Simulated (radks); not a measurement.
# C⁺ in 1s1.75 2s2 2p1 3s0.25: an all-electron calculation

An exercise on one series of results from a longer session: the logs are not shown, and one member is left open.

Method: Dirac Kohn-Sham, PBE, spin-unpolarised, spherical densities, finite nucleus; open shells fill j = l - 1/2 first. Code: radks (a radial shooting solver on a logarithmic mesh, Libxc functionals) version 1.

## The atom as given

* element: carbon (Z = 6)
* charge: +1
* electrons: 5
* configuration: 1s1.75 2s2 2p1 3s0.25
* nuclear rms radius: 2.4702 fm

Set-up of the first run:

Settings of this run:

```text
Z 6
configuration 1s1.75 2s2 2p1 3s0.25 3p0 4s0 3d0 4f0
relativity Dirac
functional pbe,pbe
spin unpolarised
j_filling energy
nucleus finite rms 2.4702 fm
c 137.035999084
```

On the command line:

```bash
$ python run_ks.py task.json out
```

This one command runs every case of the session in turn.

One of the session's tables, all rows but one given; the rest of the session is left out.

It belongs to the step «Orbitals and density». Sizes of the orbitals, from the radial functions (bohr):

| level | <r> | outermost maximum (interpolated) | 90 % within | nodes |
| --- | --- | --- | --- | --- |
| 1s1/2 | 0.2668 | 0.172 | 0.478 | 0 |
| 2s1/2 | 1.402 | 1.13 | 2.20 | 1 |
| 2p1/2 | 1.397 | 1.04 | 2.33 | 0 |
| 2p3/2 | 1.398 | 1.04 | 2.33 | 0 |
| 3s1/2 | ? | ? | ? | ? |
| 3p1/2 | 5.242 | 4.60 | 7.85 | 1 |
| 3p3/2 | 5.243 | 4.60 | 7.85 | 1 |
| 3d3/2 | 6.095 | 5.19 | 9.37 | 0 |
| 3d5/2 | 6.095 | 5.19 | 9.37 | 0 |

**Question.** Estimate the row for 3s1/2.

**Answer.** <r>: 4.572; outermost maximum (interpolated): 4.01; 90 % within: 6.78; nodes: 2. In the column «<r>» it lies between 2s1/2 (1.402) and 3p1/2 (5.242).
